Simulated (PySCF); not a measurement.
NBSH4, in a box:

```
N B S H
1.0
    13.00000    0.00000    0.00000
     0.00000   12.00000    0.00000
     0.00000    0.00000   12.00000
N B S H
1 1 1 4
Direct
  0.41090 0.54145 0.46244
  0.49368 0.52071 0.53295
  0.56536 0.39138 0.52061
  0.38656 0.48866 0.40290
  0.36973 0.61212 0.46715
  0.51746 0.58803 0.60150
  0.63227 0.41277 0.60276
```

Base run:

```yaml
Program: PySCF 2.14.0
Functional: revPBE
Dispersion: D3(BJ)
Potentials_or_basis: pob-tzvp-rev2 (all-electron)
k_mesh: 1 × 1 × 1
Occupations: fixed
Spin: no spin polarisation
```

Its results: gap between the frontier levels 6.18 eV.

Q: After a change of settings the same cell gave: gap between the frontier levels 13.68 eV. Which change was it?
A. functional from revPBE to SVWN5; dispersion from D3(BJ) to none
B. functional from revPBE to B3LYP5; dispersion from D3(BJ) to none
C. functional from revPBE to LC-wPBE

A: C.

LC-wPBE gives the wider gap, since exact exchange removes part of the self-interaction.

Caveats: this is a molecule in a periodic box at the Γ point, so its band gap is the HOMO-LUMO gap; the basis of atomic orbitals isn't converged, which shifts pressures, moduli and gaps; this basis is made for solids and lacks diffuse functions, so gaps of a molecule come out too wide by an eV or more.

Not every run made on this cell is shown here.
